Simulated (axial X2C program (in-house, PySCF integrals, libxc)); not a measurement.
# A two-component session on LaO: EOM-IP-CCSD levels

Wanted for LaO: EOM-IP-CCSD levels, at the two-component level.

Computed with an in-house X2C program for linear molecules on PySCF integrals. Level: two-component X2C with atomic mean-field terms, La dyall-cv3z, O dyall-av3z.

All values are calculated.

### Step 1. The job

task.json

```json
{"zs": [57, 8], "q": 0, "bas": ["dyall-cv3z", "dyall-av3z"], "r0": 1.96, "eom": "ip", "rq": -1, "thr": -2.0, "nmax": 95, "grid": [1, 0.96, 1.045, 0.92, 1.09, 1.15]}
```

Keys: zs atomic numbers; q charge; bas basis sets; r0 starting distance in Å; eom kind of EOM run; thr threshold in hartree for freezing inner shells (an s shell follows its p shell); nmax most natural virtual spinors; grid distances as factors.

Command:

```console
$ python soeom.py task.json out
```

Nuclei are Gaussian, cores are contracted, and the Gaunt term is on.

### Step 2. EOM-IP-CCSD at 1.869 Å

Reference: the closed shell LaO⁻; 18 electrons correlated, 84 virtual spinors; roots sought by Ω: 1/2: 4, 3/2: 3, 5/2: 1.

Output:

```text
two-component X2C + atomic mean field  HF
basis functions 207  fitting functions 1011  grid points 5078
iter        total energy     max residual
   1      -8560.913316690     4.79e-01
   2      -8560.940755055     1.10e-02
   3      -8560.942002781     5.45e-02
   4      -8560.943111432     5.80e-03
   5      -8560.943153221     1.89e-03
   6      -8560.943162114     6.55e-04
   7      -8560.943162730     9.41e-05
   8      -8560.943162829     6.56e-05
   9      -8560.943162858     1.28e-05
  10      -8560.943162866     7.06e-06
  11      -8560.943162868     4.42e-06
  12      -8560.943162869     1.12e-06
converged
one-electron -11938.16181712  Coulomb 3464.67491645  exact exchange -210.95889342  xc functional 0.00000000  nuclear repulsion 129.10904665  atomic mean-field constant -5.60641542
correlated 18  virtual 308  natural virtual 84  E(MP2) -0.554460024  MP2 remainder -0.067610858
iter   CCSD correlation   residual
   1     -0.458601248   2.56e-01
   2     -0.478465491   1.46e-01
   3     -0.484169780   4.98e-02
   4     -0.483909441   1.82e-02
   5     -0.483832240   6.17e-03
   6     -0.483868021   2.93e-03
   7     -0.483873756   9.61e-04
   8     -0.483869295   3.58e-04
   9     -0.483878770   1.90e-04
  10     -0.483873319   1.16e-04
  11     -0.483875327   7.67e-05
  12     -0.483875606   4.28e-05
  13     -0.483875462   2.34e-05
  14     -0.483875407   1.15e-05
  15     -0.483875321   5.36e-06
  16     -0.483875255   2.86e-06
  17     -0.483875243   1.01e-06
(T) -0.023214730  T1 0.0417  D1 0.0951  max T2 0.181
EOM-IP-CCSD roots
2*Omega      energy/Eh   energy/eV  one-particle weight
    1       0.03922898      1.0675      0.963
    1       0.11428722      3.1099      0.000
    1       0.14932624      4.0634      0.017
    1       0.19324798      5.2585      0.876
    3       0.11378725      3.0963      0.000
    3       0.11826346      3.2181      0.000
    3       0.21521623      5.8563      0.869
    5       0.11524686      3.1360      0.000
```

T1 in the output is the amplitude norm over the root of the electron number; divide by √2 for the Lee–Taylor value.

```
  Ω  vertical IE (eV)  above lowest (cm⁻¹)                         spinor  weight
1/2             1.067                    0           78% La sσ, 14% La pσ    0.96
1/2             5.259                33800  65% O pσ, 19% La dσ, 7% La pσ    0.88
3/2             5.856                38620            78% O pπ, 14% La dπ    0.87
```

Wall time 16 s (1 thread of Arm Neoverse V1, shared host); peak memory 1.1 GiB.

### Step 3. EOM-IP-CCSD at 1.953 Å

```
  Ω  vertical IE (eV)  above lowest (cm⁻¹)                spinor  weight
1/2             1.182                    0  78% La sσ, 14% La pσ    0.96
1/2             4.948                30370   70% O pσ, 18% La dσ    0.86
3/2             5.243                32750   79% O pπ, 13% La dπ    0.89
```

Run time: 17 s. Hardware: 1 thread of Arm Neoverse V1, shared host; peak memory 1.1 GiB.

### Step 4. EOM-IP-CCSD at 2.037 Å

```
  Ω  vertical IE (eV)  above lowest (cm⁻¹)                spinor  weight
1/2             1.297                    0  77% La sσ, 15% La pσ    0.97
1/2             4.663                27150   70% O pσ, 15% La dσ    0.82
3/2             4.704                27480   80% O pπ, 13% La dπ    0.89
```

It took 15 s on 1 thread of Arm Neoverse V1, shared host; peak memory 1.1 GiB.

### Step 5. EOM-IP-CCSD at 2.149 Å

```
  Ω  vertical IE (eV)  above lowest (cm⁻¹)                        spinor  weight
1/2             1.448                    0          76% La sσ, 15% La pσ    0.97
3/2             4.092                21330           81% O pπ, 12% La dπ    0.88
1/2             4.124                21590  74% O pπ, 11% La dπ, 7% O pσ    0.81
```

Run time: 16 s. Hardware: 1 thread of Arm Neoverse V1, shared host; peak memory 1.1 GiB.

### Step 6. Outcome

| quantity | value |
| --- | --- |
| lowest root at 1.869 Å | Ω = 1/2, 1.067 eV |
| next root led by one particle | Ω = 1/2, about 33800 cm⁻¹ higher |
| T1 of the reference | 0.029 |

Removing an electron from the reference determinant of LaO⁻ costs 1.07 eV and empties a spinor of 78% La sσ, 14% La pσ. Errors of 0.1 to 0.3 eV are usual at this size, and roots led by higher excitations are left out, so the list is incomplete, and low states of that kind can be missing. T1 or the largest double amplitude of the reference is raised, which lowers the reliability.
